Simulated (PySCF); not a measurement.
**CuHO, a cluster of ions: interaction energy**

Computed with PySCF 2.14.0; each step states its level. No surroundings beyond the atoms listed, unless a continuum is named. Atoms count from 0, parts from 1.

### Step 1. The system as given

3 atoms, charge 0, multiplicity 1; geometry: GFN2-xTB. Parts: 1 = atom 0, `[Cu+]`, charge 1; 2 = atoms 1–2, `[OH-]`, charge -1.

### Step 2. Relaxing the molecule at PBE0-D3(BJ)/def2-SVPD

What the job is given:

```
{"job": {"xc": "PBE0", "basis": "def2-SVPD", "d3": "d3bj", "grid": 2, "kind": "geom"}, "charge": 0, "multiplicity": 1, "parts": [{"atoms": "0-0", "charge": 1, "multiplicity": 1}, {"atoms": "1-2", "charge": -1, "multiplicity": 1}]}
Cu     0.006924     0.248021     0.131474
O      0.429081     1.704891     0.987918
H     -0.313366     2.288904     1.130094
```

On the command line:

```bash
$ OMP_NUM_THREADS=1 python cluster_run.py task.json out
```

The driver reads the jobs from task.json and runs them one after another.

Q: Estimate the wall time and peak memory of this first job on 1 thread of Arm Neoverse N1, shared host.

About 10 s, with a peak of 0.32 GiB.
